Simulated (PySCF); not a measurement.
# BSiNH5Cl (SMILES BN[SiH2]Cl) at HF/6-31G(d,p) (spherical functions)

What is the vertical ionisation energy of BSiNH5Cl at HF/6-31G** (spherical functions)? Input form: a Python script.

The results are computed with PySCF 2.14.0.

## 1. The structure to begin with

BSiNH5Cl has 9 atoms, charge 0, and is taken as a singlet. SMILES: `BN[SiH2]Cl`. Geometry: relaxed at PBE0-D4/def2-TZVP. This is one conformer, not always the lowest.

Bond lengths: B1–N2 1.403 Å, N2–Si3 1.730 Å, Si3–Cl4 2.055 Å, B1–H5 1.197 Å, B1–H6 1.196 Å, N2–H7 1.011 Å, Si3–H8 1.480 Å, Si3–H9 1.475 Å. Some angles: B1–N2–Si3 125.7°, N2–Si3–Cl4 111.1°, B1–N2–H7 117.2°, Si3–N2–H7 117.1°, N2–B1–H5 118.7°, N2–B1–H6 119.6°, N2–Si3–H8 110.0°, N2–Si3–H9 108.1°, Cl4–Si3–H8 106.1°, Cl4–Si3–H9 108.6°.

## 2. The energy at HF/6-31G(d,p) (spherical functions)

Input file input.xyz:

```xyz
9
BClH5NSi
B     -0.106000     1.571500     0.033600
N     -0.041100     0.289600     0.599200
Si    -0.027500    -1.200400    -0.279200
Cl     1.841100    -2.056000    -0.253400
H     -0.168500     1.672300    -1.157500
H     -0.103900     2.533000     0.745600
H      0.022500     0.231000     1.606700
H     -0.934100    -2.175700     0.366100
H     -0.393800    -0.911700    -1.678200
```

Input file job.py:

```python
from pyscf import gto, scf

mol = gto.M(
    atom='input.xyz',
    spin=0,
    verbose=4,
    basis='6-31g**',
    max_memory=1860,
)

hf = scf.RHF(mol)
hf.conv_tol = 1e-10
hf.kernel()
if not hf.converged:
    hf = hf.newton().run(hf.mo_coeff, hf.mo_occ)

energy = hf.e_tot
print(f'total energy: {energy:.8f} hartree')
```

Launch:

```bash
$ OMP_NUM_THREADS=1 python job.py
```

The log of the run:

```text
PySCF version 2.14.0

[INPUT] num. atoms = 9
[INPUT] num. electrons = 48
[INPUT] charge = 0
[INPUT] spin (= nelec alpha-beta = 2S) = 0
[INPUT] symmetry False subgroup None
[INPUT] Mole.unit = angstrom
[INPUT] Symbol           X                Y                Z      unit          X                Y                Z       unit  Magmom
[INPUT]  1 B     -0.106000000000   1.571500000000   0.033600000000 AA   -0.200310969204   2.969704604754   0.063494797785 Bohr   0.0
[INPUT]  2 N     -0.041100000000   0.289600000000   0.599200000000 AA   -0.077667743720   0.547264685674   1.132323893839 Bohr   0.0
[INPUT]  3 Si    -0.027500000000  -1.200400000000  -0.279200000000 AA   -0.051967468426  -2.268427239928  -0.527611533979 Bohr   0.0
[INPUT]  4 Cl     1.841100000000  -2.056000000000  -0.253400000000 AA    3.479174767937  -3.885276912106  -0.478856599965 Bohr   0.0
[INPUT]  5 H     -0.168500000000   1.672300000000  -1.157500000000 AA   -0.318418851989   3.160188998110  -2.187357989184 Bohr   0.0
[INPUT]  6 H     -0.103900000000   2.533000000000   0.745600000000 AA   -0.196342544342   4.786676273523   1.408979798476 Bohr   0.0
[INPUT]  7 H      0.022500000000   0.231000000000   1.606700000000 AA    0.042518837803   0.436526734775   3.036222964339 Bohr   0.0
[INPUT]  8 H     -0.934100000000  -2.175700000000   0.366100000000 AA   -1.765193172956  -4.111477129216   0.691828734203 Bohr   0.0
[INPUT]  9 H     -0.393800000000  -0.911700000000  -1.678200000000 AA   -0.744174147854  -1.722863307766  -3.171338382245 Bohr   0.0

nuclear repulsion = 197.843952672247
number of shells = 43
number of NR pGTOs = 191
number of NR cGTOs = 89
basis = 6-31g**
ecp = {}

******** <class 'pyscf.scf.hf.RHF'> ********
method = RHF
initial guess = minao
damping factor = 0
level_shift factor = 0
DIIS = <class 'pyscf.scf.diis.CDIIS'>
diis_start_cycle = 1
diis_space = 8
diis_damp = 0
SCF conv_tol = 1e-10
SCF conv_tol_grad = None
SCF max_cycles = 50
direct_scf = True
direct_scf_tol = 1e-13
Set gradient conv threshold to 1e-05
Initial guess from minao.
init E= -830.793946896612
  HOMO = -0.337521065868  LUMO = 0.0524152635315875  gap/eV = 10.61071
cycle= 1 E= -830.501381407797  delta_E= 0.293  |g|= 0.376  |ddm|= 2.46
  HOMO = -0.437437210701409  LUMO = 0.115816875068876  gap/eV = 15.05481
cycle= 2 E= -830.551721263875  delta_E= -0.0503  |g|= 0.113  |ddm|= 0.592
  HOMO = -0.446533671685046  LUMO = 0.134345139290493  gap/eV = 15.80652
cycle= 3 E= -830.556199169865  delta_E= -0.00448  |g|= 0.0356  |ddm|= 0.167
  HOMO = -0.441852633442177  LUMO = 0.137176647060395  gap/eV = 15.75619
cycle= 4 E= -830.556699311622  delta_E= -0.0005  |g|= 0.00653  |ddm|= 0.0597
  HOMO = -0.443778971739263  LUMO = 0.13610497398117  gap/eV = 15.77945
cycle= 5 E= -830.55671364962  delta_E= -1.43e-05  |g|= 0.00253  |ddm|= 0.00925
  HOMO = -0.443581097283738  LUMO = 0.13613517718979  gap/eV = 15.77488
cycle= 6 E= -830.556715922362  delta_E= -2.27e-06  |g|= 0.00052  |ddm|= 0.00352
  HOMO = -0.443590391860307  LUMO = 0.136183357524114  gap/eV = 15.77645
cycle= 7 E= -830.556716120721  delta_E= -1.98e-07  |g|= 0.000132  |ddm|= 0.00135
  HOMO = -0.443585477893127  LUMO = 0.13618604763244  gap/eV = 15.77639
cycle= 8 E= -830.556716133231  delta_E= -1.25e-08  |g|= 2.74e-05  |ddm|= 0.000351
  HOMO = -0.443586098208453  LUMO = 0.136188283938161  gap/eV = 15.77646
cycle= 9 E= -830.556716133816  delta_E= -5.85e-10  |g|= 7.02e-06  |ddm|= 7.11e-05
  HOMO = -0.443586367007498  LUMO = 0.136187850833117  gap/eV = 15.77646
cycle= 10 E= -830.556716133851  delta_E= -3.52e-11  |g|= 1.77e-06  |ddm|= 1.55e-05
  HOMO = -0.443586444796543  LUMO = 0.136187959749029  gap/eV = 15.77647
Extra cycle  E= -830.556716133849  delta_E= 2.73e-12  |g|= 7.66e-07  |ddm|= 2.82e-06
converged SCF energy = -830.556716133849
total energy: -830.55671613 hartree
```

It took 2.1 s on 1 thread of Arm Neoverse V1, shared host; peak memory 0.16 GiB.

## 3. The doublet cation, same level

Input file calc.py:

```python
from pyscf import gto

molecule = gto.Mole()
molecule.atom = '''
B     -0.106000     1.571500     0.033600
N     -0.041100     0.289600     0.599200
Si    -0.027500    -1.200400    -0.279200
Cl     1.841100    -2.056000    -0.253400
H     -0.168500     1.672300    -1.157500
H     -0.103900     2.533000     0.745600
H      0.022500     0.231000     1.606700
H     -0.934100    -2.175700     0.366100
H     -0.393800    -0.911700    -1.678200
'''
molecule.verbose = 3
molecule.max_memory = 1860
molecule.charge = 1
molecule.basis = '6-31g**'
molecule.spin = 1
molecule.build()

mf = molecule.UHF()
mf.conv_tol = 1e-10
mf.kernel()
if not mf.converged:
    mf = mf.newton().run(mf.mo_coeff, mf.mo_occ)

e_tot = mf.e_tot
print('E(%s) = %.9f' % ('HF', e_tot))
```

Launch:

```bash
$ OMP_NUM_THREADS=1 python calc.py
```

The log of the run:

```text
converged SCF energy = -830.131632932433  <S^2> = 0.78297578  2S+1 = 2.0327083
E(HF) = -830.131632932
```

Run time: 4.8 s. Hardware: 1 thread of Arm Neoverse V1, shared host; peak memory 0.18 GiB.

## 4. Summary of results

At HF/6-31G** (spherical functions):

| quantity | value |
| --- | --- |
| singlet BSiNH5Cl: total energy | -830.55672 Eh |
| singlet BSiNH5Cl: dipole moment | 1.93 D |
| singlet BSiNH5Cl: HOMO energy | -12.07 eV |
| singlet BSiNH5Cl: LUMO energy | 3.71 eV |
| singlet BSiNH5Cl: HOMO–LUMO gap | 15.78 eV |
| doublet cation: total energy | -830.13163 Eh |
| doublet cation: HOMO energy (highest over α and β) | -16.23 eV |
| doublet cation: LUMO energy (lowest over α and β) | -10.40 eV |
| doublet cation: ⟨S²⟩ | 0.783 |
| vertical ionisation energy (to the doublet cation) | 11.567 eV |

Removing an electron at fixed nuclei costs 11.57 eV (267 kcal/mol). −ε(HOMO) before ionisation, 12.07 eV, is 0.50 eV above this ionisation energy. Mulliken charges (singlet BSiNH5Cl) run from -0.80 on N2 to +1.00 on Si3; they depend strongly on the basis.
